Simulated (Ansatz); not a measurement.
# Be2ZnSe3: the cost of one run

Computed with Ansatz 0.2.0 (DFT PBE, scalar-relativistic, plane waves, PAW, unless a step's input says otherwise).

**1. The system as given**

Symmetry: P6/mmm, No. 191, hexagonal system. Conventional cell: a = 4.293 Å, b = 4.293 Å, c = 5.379 Å, α = 90.00°, β = 90.00°, γ = 120.00°. Around Be (site symmetry 6mm) lie 1 Zn at 1.52 Å. Zn (site symmetry 6/mmm) has 2 Be at 1.52 Å as nearest neighbours. Around Se (site symmetry mmm) lie 4 Se at 2.15 Å and 4 Be at 2.44 Å.

As a file:

```
CELL_PARAMETERS angstrom
4.29275 0.00000 0.00000
-2.14637 3.71763 0.00000
0.00000 0.00000 5.37875
ATOMIC_POSITIONS crystal
Be 0.00000 0.00000 0.21720
Be 0.00000 0.00000 0.78280
Zn 0.00000 0.00000 0.50000
Se 0.50000 0.00000 0.00000
Se 0.00000 0.50000 0.00000
Se 0.50000 0.50000 0.00000
```

The cell is invented: random cell by space group and Wyckoff sites (P6/mmm, No. 191). The dimensions are guesses.

**2. The guess as it stands, on a coarse mesh**

Input file input.yaml:

```yaml
crystal:
  lattice:
    - [4.29274897, 0.0, 0.0]
    - [-2.14637449, 3.71762966, 0.0]
    - [0.0, 0.0, 5.37875175]
  atoms:
    - { symbol: Be, position: [0.0, 0.0, 0.2171988] }
    - { symbol: Be, position: [0.0, 0.0, 0.7828012] }
    - { symbol: Zn, position: [0.0, 0.0, 0.5] }
    - { symbol: Se, position: [0.5, 0.0, 0.0] }
    - { symbol: Se, position: [0.0, 0.5, 0.0] }
    - { symbol: Se, position: [0.5, 0.5, 0.0] }
basis:
  ecutwfc: 420
kpoints:
  mp_grid: { grid: [6, 6, 4] }
hamiltonian:
  xc: pbe
scf:
  occupations: { method: gaussian, width: 0.1 }
  lower_state_search: "off"
output:
  forces: true
  stress: true
  eigenvalues: true
```

Started as:

```console
ansatz run input.yaml --threads 1 --pin off --max-ram 2560MiB --backend cpu --events-out ev --progress --plain --runs-dir out
```

**Question.** How long does this run take on 1 thread of AMD EPYC 9R45 (Zen 5), shared host, and how much memory does it need?

About 1.5 s, with a peak of 0.45 GiB.
